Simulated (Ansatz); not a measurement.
**AgH₄NS: basis-set convergence**

The task here is to estimate one member of a computed series from the others.

Computed with Ansatz 0.2.0, Gaussian basis. Level: one geometry, several basis sets.

Levels to be run: PBE0-D4/def2-SVP; ωB97M-V/def2-SVP; PBE0-D4/def2-QZVPP; ωB97M-V/def2-QZVPP; the functionals' def2-TZVPP values are taken from earlier runs.

## The geometry

An earlier PBE0-D4 in a triple-zeta def2 set relaxation fixed the geometry. Ag takes the def2 core potential; no spin-orbit term is included.

SMILES `[NH3+][Ag-][SH]`, 7 atoms, charge 0, spin multiplicity 1.

Atoms are counted from 1 here; the program's logs count them from 0.

Bond lengths: N1–Ag2 2.184 Å, N1–H4 1.013 Å, N1–H5 1.013 Å, N1–H6 1.014 Å, Ag2–S3 2.296 Å, S3–H7 1.344 Å. Angles: Ag2–N1–H4 111.3°, Ag2–N1–H5 111.1°, Ag2–N1–H6 111.1°, H4–N1–H5 107.7°, H4–N1–H6 107.8°, H5–N1–H6 107.6°, N1–Ag2–S3 178.2°, Ag2–S3–H7 95.1°.

The first run:

File in.yaml:

```yaml
crystal:
  periodic: [false, false, false]
  atoms:
    - {symbol: N, position_ang: [-1.195470, 0.679905, -0.484852]}
    - {symbol: Ag, position_ang: [0.469400, -0.385105, 0.444391]}
    - {symbol: S, position_ang: [2.181190, -1.512469, 1.479586]}
    - {symbol: H, position_ang: [-1.950846, 0.047577, -0.722756]}
    - {symbol: H, position_ang: [-0.901170, 1.142947, -1.336979]}
    - {symbol: H, position_ang: [-1.568822, 1.388201, 0.136559]}
    - {symbol: H, position_ang: [3.026919, -1.429154, 0.438252]}
basis:
  gaussian: {orbitals: def2-SVP}
hamiltonian: {xc: pbe0, dispersion: d4}
output: {orbitals: {seedname: orbitals}}
```

Steps of the session up to this table: PBE0-D4 in def2-SVP; ωB97M-V in def2-SVP; PBE0-D4 in def2-QZVPP; ωB97M-V in def2-QZVPP.

One of the session's tables, all rows but one given; the rest of the session is left out.

It belongs to the step «Density functionals: the series». 

| functional | basis | HOMO (eV) |
| --- | --- | --- |
| PBE0-D4 | def2-SVP | -5.31 |
| PBE0-D4 | def2-TZVPP | -5.50 |
| PBE0-D4 | def2-QZVPP | -5.56 |
| ωB97M-V | def2-SVP | ? |
| ωB97M-V | def2-TZVPP | -7.64 |
| ωB97M-V | def2-QZVPP | -7.71 |

Q: Estimate the row for ωB97M-V, def2-SVP from the others.

As computed: HOMO (eV): -7.41. In the column «HOMO (eV)» it lies between ωB97M-V, def2-TZVPP (-7.64) and PBE0-D4, def2-QZVPP (-5.56).
